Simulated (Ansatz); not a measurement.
# Zr2Ti3N5: the cost of one run

Computed with Ansatz 0.2.0 (DFT PBE, scalar-relativistic, plane waves, PAW, unless a step's input says otherwise).

## Step 1: Starting point

It takes space group I4/mmm (No. 139, tetragonal). Conventional cell: a = 3.309 Å, b = 3.309 Å, c = 23.395 Å, α = 90.00°, β = 90.00°, γ = 90.00°. Zr (site symmetry 4mm) has 6 N at 2.34 Å as nearest neighbours. Ti (site symmetry 4mm) is surrounded by 6 N at 2.34 Å. Ti (site symmetry 4/mmm) has 6 N at 2.34 Å as nearest neighbours. Around N (site symmetry 4/mmm) lie 6 Ti at 2.34 Å. N (site symmetry 4mm) has 1 Zr at 2.34 Å and 5 Ti at 2.34 Å as nearest neighbours. N (site symmetry 4mm) is surrounded by 5 Zr at 2.34 Å and 1 Ti at 2.34 Å.

Coordinates:

```cif
data_structure
_symmetry_space_group_name_H-M 'I4/mmm'
_symmetry_Int_Tables_number 139
_cell_length_a 3.3085
_cell_length_b 3.3085
_cell_length_c 23.3949
_cell_angle_alpha 90.000
_cell_angle_beta 90.000
_cell_angle_gamma 90.000
_cell_volume 256.09
loop_
_atom_site_label
_atom_site_type_symbol
_atom_site_symmetry_multiplicity
_atom_site_Wyckoff_symbol
_atom_site_fract_x
_atom_site_fract_y
_atom_site_fract_z
_atom_site_occupancy
Zr1 Zr 4 e 0.50000 0.50000 0.20000 1
Ti1 Ti 4 e 0.00000 0.00000 0.10000 1
Ti2 Ti 2 b 0.50000 0.50000 0.00000 1
N1 N 2 a 0.00000 0.00000 0.00000 1
N2 N 4 e 0.50000 0.50000 0.10000 1
N3 N 4 e 0.00000 0.00000 0.20000 1
```

The start is an ordering of an alloy on its end members' structure types: elements ordered on the sites of the ZrN type, Ti/Zr on Zr (I4/mmm, No. 139).

## Step 2: Probe: one point on a coarse mesh

input.yaml

```yaml
crystal:
  lattice:
    - [-1.6542678, 1.6542678, 11.69743978]
    - [1.6542678, -1.6542678, 11.69743978]
    - [1.6542678, 1.6542678, -11.69743978]
  atoms:
    - { symbol: Zr, position: [0.7, 0.7, 0.0] }
    - { symbol: Zr, position: [0.3, 0.3, 0.0] }
    - { symbol: Ti, position: [0.1, 0.1, 0.0], spin: 1.0 }
    - { symbol: Ti, position: [0.9, 0.9, 0.0], spin: -1.0 }
    - { symbol: Ti, position: [0.5, 0.5, 0.0], spin: 1.0 }
    - { symbol: "N", position: [0.0, 0.0, 0.0] }
    - { symbol: "N", position: [0.6, 0.6, 0.0] }
    - { symbol: "N", position: [0.2, 0.2, 0.0] }
    - { symbol: "N", position: [0.8, 0.8, 0.0] }
    - { symbol: "N", position: [0.4, 0.4, 0.0] }
basis:
  ecutwfc: 420
kpoints:
  mp_grid: { grid: [8, 8, 8] }
hamiltonian:
  xc: pbe
scf:
  occupations: { method: gaussian, width: 0.1 }
  lower_state_search: "off"
output:
  forces: true
  stress: true
  eigenvalues: true
  populations: true
magnetization:
  spin_polarized: true
```

On the command line:

```sh
ansatz run input.yaml --threads 4 --pin off --max-ram 8192MiB --backend cpu --events-out ev --progress --plain --runs-dir out
```

Q: Estimate wall time and peak memory on 4 threads of Intel Xeon at 2.50GHz (Skylake/Cascade Lake), shared host.

About 1.8 min, with a peak of 0.92 GiB.
